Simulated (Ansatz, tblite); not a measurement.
**TeMe2 (C2H6Te): a ladder of methods and basis sets**

Aim: run the singlet of TeMe2 (C2H6Te) at one geometry on many levels, and compare frontier levels, spin and run time.

Computed with Ansatz 0.2.0, Gaussian basis. Level: as each input shows.

Plan: GFN1-xTB, GFN2-xTB, PBE-D4/def2-TZVP, r2SCAN-D4/def2-TZVP, ωB97X-V/def2-TZVP, ωB97M-V/def2-TZVP, B97M-V/def2-TZVP, PBE-QIDH/def2-TZVP, LC-ωPBE/def2-TZVP, BLYP-D4/def2-TZVP, HSE06-D4/def2-TZVP, PBE-D4/def2-SVP, PBE0-D4/def2-SVP, PBE0-D4/def2-TZVPD, PBE-D4/def2-TZVPD, r2SCAN-D4/def2-TZVPD, CCSD(T)/def2-TZVPP, MP2/def2-TZVP, RPA/def2-TZVP.

2 further runs of the same task are left out: 1 that didn't finish, 1 set aside as unsound or not needed.

## Step 1: The geometry

The geometry is that of the singlet, from an earlier relaxation (PBE-D4/def2-TZVP).

9 atoms, charge 0, spin multiplicity 1.

Bond lengths: Te1–C2 2.160 Å, Te1–C6 2.160 Å, C2–H3 1.095 Å, C2–H4 1.095 Å, C2–H5 1.096 Å, C6–H7 1.095 Å, C6–H8 1.095 Å, C6–H9 1.096 Å. Angles: C2–Te1–C6 94.2°, Te1–C2–H3 109.7°, Te1–C2–H4 109.7°, Te1–C2–H5 107.1°, H3–C2–H4 110.9°, H3–C2–H5 109.7°, H4–C2–H5 109.7°, Te1–C6–H7 109.7°, Te1–C6–H8 109.7°, Te1–C6–H9 107.1°, H7–C6–H8 110.9°, H7–C6–H9 109.7°, H8–C6–H9 109.7°.

Te takes a core potential in the def2 sets. No spin-orbit coupling is included.

PBE0-D4/def2-TZVP was run before; its log isn't repeated, and its numbers join the tables.

## Step 2: GFN1-xTB

Tight binding, by tblite at 300 K electronic temperature and without a spin-polarisation term:

```python
tblite.interface.Calculator('GFN1-xTB', numbers, positions, charge=0, uhf=0).singlepoint()
```

Energy -305.4021 eV, HOMO -9.86 eV, LUMO -6.13 eV; 0.013 s.

## Step 3: GFN2-xTB

Tight binding, by tblite at 300 K electronic temperature and without a spin-polarisation term:

```python
tblite.interface.Calculator('GFN2-xTB', numbers, positions, charge=0, uhf=0).singlepoint()
```

Energy -282.9085 eV, HOMO -9.46 eV, LUMO -5.20 eV; 0.007 s.

## Step 4: PBE-D4/def2-TZVP

start.molden holds the orbitals of an earlier run on this state, given as this run's starting guess.

in.yaml reads:

```yaml
crystal:
  periodic: [false, false, false]
  atoms:
    - {symbol: Te, position_ang: [0.006324, 0.003242, -1.458984]}
    - {symbol: C, position_ang: [1.582104, -0.011006, 0.017946]}
    - {symbol: H, position_ang: [1.504498, -0.915074, 0.631286]}
    - {symbol: H, position_ang: [1.514749, 0.889459, 0.637760]}
    - {symbol: H, position_ang: [2.533535, -0.014421, -0.526667]}
    - {symbol: C, position_ang: [-1.582201, 0.011119, 0.004278]}
    - {symbol: H, position_ang: [-1.512697, 0.914466, 0.619632]}
    - {symbol: H, position_ang: [-1.517417, -0.890100, 0.623286]}
    - {symbol: H, position_ang: [-2.528896, 0.012325, -0.548536]}
basis:
  gaussian: {orbitals: def2-TZVP, initial_orbitals: start.molden}
hamiltonian: {xc: pbe, dispersion: d4}
scf: {omitted_lower_state_checks: [starts]}
output: {forces: true, orbitals: {seedname: orbitals}}
```

Command:

```bash
$ ansatz run in.yaml --threads 4 --pin off --events-out ev --progress --plain --max-ram 3916MiB
```

After this run come: r2SCAN-D4/def2-TZVP; ωB97X-V/def2-TZVP; ωB97M-V/def2-TZVP; B97M-V/def2-TZVP; PBE-QIDH/def2-TZVP; LC-ωPBE/def2-TZVP; BLYP-D4/def2-TZVP; HSE06-D4/def2-TZVP; PBE-D4/def2-SVP; PBE0-D4/def2-SVP; PBE0-D4/def2-TZVPD; PBE-D4/def2-TZVPD; r2SCAN-D4/def2-TZVPD; CCSD(T)/def2-TZVPP; MP2/def2-TZVP; RPA/def2-TZVP.

**Question.** What will the summary of the whole plan be? Wanted: gap in def2-TZVP, named functionals, smallest and largest; correlation energy, CCSD(T)/def2-TZVPP; correlation energy, MP2/def2-TZVP; binding an atom, CCSD(T)/def2-TZVPP; PBE0 total energy, smallest basis above largest.

**Answer**, as computed:

```
                                                 quantity                                 value
gap in def2-TZVP, named functionals, smallest and largest  3.29 eV (BLYP-D4), 9.86 eV (LC-ωPBE)
                   correlation energy, CCSD(T)/def2-TZVPP                             -23.49 eV
                        correlation energy, MP2/def2-TZVP                             -22.16 eV
                      binding an atom, CCSD(T)/def2-TZVPP                              3.469 eV
          PBE0 total energy, smallest basis above largest        2.78 eV (def2-SVP, def2-TZVPD)
```

Over the named functionals in def2-TZVP the gap runs from 3.29 eV (BLYP-D4) to 9.86 eV (LC-ωPBE); exact exchange widens it. The functionals in def2-TZVP miss CCSD(T)/def2-TZVPP by +0.024 (LC-ωPBE) to +0.123 eV (PBE-D4) an atom. The reference is CCSD(T) in one finite basis, so it carries an error of its own, often a tenth of an eV or more, and near misses can't be ranked.
